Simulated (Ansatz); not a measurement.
# C3H10O3Si: up Jacob's ladder to CCSD(T)

How much do the methods differ for C3H10O3Si? The plan is to run it at one geometry with functionals of several rungs and with coupled cluster. The yardstick is the atomisation energy at the CCSD(T) limit.

Program: Ansatz 0.2.0, Gaussian basis. Level of theory: functionals in def2-TZVPP, the program's frozen cores in correlated methods. These are calculated values, not measurements.

Levels to be run: LDA (SPW92), PBE-D4, revPBE-D4, BLYP-D4, r2SCAN-D4, B97M-V, PBE0-D4, B3LYP-D4, r2SCANh-D4, r2SCAN0-D4, HSE06-D4, BHLYP-D4, CAM-B3LYP-D4, LC-ωPBE, ωB97X-V, ωB97M-V, B2PLYP, PBE-QIDH; CCSD(T)/def2-SVP; CCSD(T)/def2-TZVPP; MP2/def2-QZVPP; extrapolation to the limit; RPA on PBE.

### Step 1. The relaxed structure

All runs share one geometry, relaxed beforehand with PBE0-D4 in a triple-zeta def2 set.

SMILES `CC[Si](O)(O)OC`, 17 atoms, charge 0, spin multiplicity 1.

Atoms are counted from 1 here; the program's logs count them from 0.

Bond lengths: C1–C2 1.527 Å, C1–H8 1.093 Å, C1–H9 1.093 Å, C1–H10 1.093 Å, C2–Si3 1.853 Å, C2–H11 1.096 Å, C2–H12 1.095 Å, Si3–O4 1.640 Å, Si3–O5 1.638 Å, Si3–O6 1.644 Å, O4–H13 0.958 Å, O5–H14 0.959 Å, O6–C7 1.408 Å, C7–H15 1.092 Å, C7–H16 1.095 Å, C7–H17 1.096 Å. Angles: C2–C1–H8 111.6°, C2–C1–H9 111.2°, C2–C1–H10 111.6°, H8–C1–H9 107.5°, H8–C1–H10 107.5°, H9–C1–H10 107.2°, C1–C2–Si3 113.7°, C1–C2–H11 110.7°, C1–C2–H12 110.6°, Si3–C2–H11 108.3°, Si3–C2–H12 107.7°, H11–C2–H12 105.5°, C2–Si3–O4 112.9°, C2–Si3–O5 106.0°, C2–Si3–O6 112.0°, O4–Si3–O5 109.8°, O4–Si3–O6 104.0°, O5–Si3–O6 112.3° and more.

### Step 2. LDA

This LDA is Slater exchange with PW92 correlation.

File in.yaml:

```yaml
crystal:
  periodic: [false, false, false]
  atoms:
    - {symbol: C, position_ang: [1.616278, -1.387615, 0.141595]}
    - {symbol: C, position_ang: [1.168131, -0.227433, -0.744250]}
    - {symbol: Si, position_ang: [-0.663086, 0.054824, -0.730790]}
    - {symbol: O, position_ang: [-1.512601, -1.235006, -1.281568]}
    - {symbol: O, position_ang: [-0.927398, 1.348462, -1.700331]}
    - {symbol: O, position_ang: [-1.237847, 0.288012, 0.791716]}
    - {symbol: C, position_ang: [-0.814482, 1.326898, 1.642375]}
    - {symbol: H, position_ang: [2.700003, -1.523233, 0.109754]}
    - {symbol: H, position_ang: [1.157815, -2.326996, -0.177047]}
    - {symbol: H, position_ang: [1.334681, -1.227971, 1.185723]}
    - {symbol: H, position_ang: [1.662738, 0.703085, -0.443091]}
    - {symbol: H, position_ang: [1.471058, -0.396701, -1.782933]}
    - {symbol: H, position_ang: [-2.024973, -1.704762, -0.621949]}
    - {symbol: H, position_ang: [-1.827155, 1.492102, -1.997892]}
    - {symbol: H, position_ang: [-1.432917, 1.309840, 2.541674]}
    - {symbol: H, position_ang: [-0.921210, 2.306908, 1.165037]}
    - {symbol: H, position_ang: [0.232063, 1.198986, 1.942278]}
basis:
  gaussian: {orbitals: def2-TZVPP}
hamiltonian: {xc: lda}
output: {orbitals: {seedname: orbitals}}
```

The runs that follow: PBE-D4 (GGA); revPBE-D4 (GGA); BLYP-D4 (GGA); r2SCAN-D4 (meta-GGA); B97M-V (meta-GGA); PBE0-D4 (hybrid); B3LYP-D4 (hybrid); r2SCANh-D4 (hybrid); r2SCAN0-D4 (hybrid); HSE06-D4 (hybrid); BHLYP-D4 (hybrid); CAM-B3LYP-D4 (range-separated); LC-ωPBE (range-separated); ωB97X-V (range-separated); ωB97M-V (range-separated); B2PLYP (double hybrid); PBE-QIDH (double hybrid); CCSD(T) in def2-SVP; CCSD(T) in def2-TZVPP; MP2 in def2-QZVPP; RPA on PBE orbitals.

Q: Predict the results of all the runs planned. Wanted: atomisation energy, CCSD(T)/CBS; farthest beyond LDA; mean size of error, GGA; mean size of error, meta-GGA; mean size of error, hybrid; mean size of error, range-separated; mean size of error, double hybrid; gap, smallest and largest; T1 diagnostic.

**Answer**, as computed:

```
                               quantity                                              value
        atomisation energy, CCSD(T)/CBS                                          70.987 eV
    functionals within 0.355 eV (0.5 %)  r2SCAN-D4, B97M-V, CAM-B3LYP-D4, ωB97X-V, ωB97M-V
                    farthest beyond LDA                               BHLYP-D4 (-2.343 eV)
                mean size of error, GGA                                           0.750 eV
           mean size of error, meta-GGA                                           0.168 eV
             mean size of error, hybrid                                           0.864 eV
    mean size of error, range-separated                                           0.189 eV
      mean size of error, double hybrid                                           0.861 eV
              gap, smallest and largest              6.36 eV (BLYP-D4), 13.69 eV (LC-ωPBE)
                          T1 diagnostic                                             0.0108
triples share of the correlation energy                                              3.5 %
```

In words: The LDA atomisation energy is off by 9.745 eV (14 %): it overbinds. PBE-D4 is off by +0.778 eV. Double hybrids carry the basis error of their MP2 part in triple zeta, and no dispersion term here, so their miss is partly the set-up's. The rungs meta-GGA, range-separated miss on average by less than the doubt on the reference (0.355 eV), so they tie. Misses under about 0.355 eV are within the doubt on the reference itself, which lacks core-valence correlation, relativity and higher excitations. Hartree-Fock recovers 73 % of the binding; the rest is correlation. CCSD(T) in def2-SVP is off by -4.425 eV, worse than the median functional, from the basis alone. The gap grows from 6.4 to 13.7 eV across the functionals, mostly with the share of exact exchange.
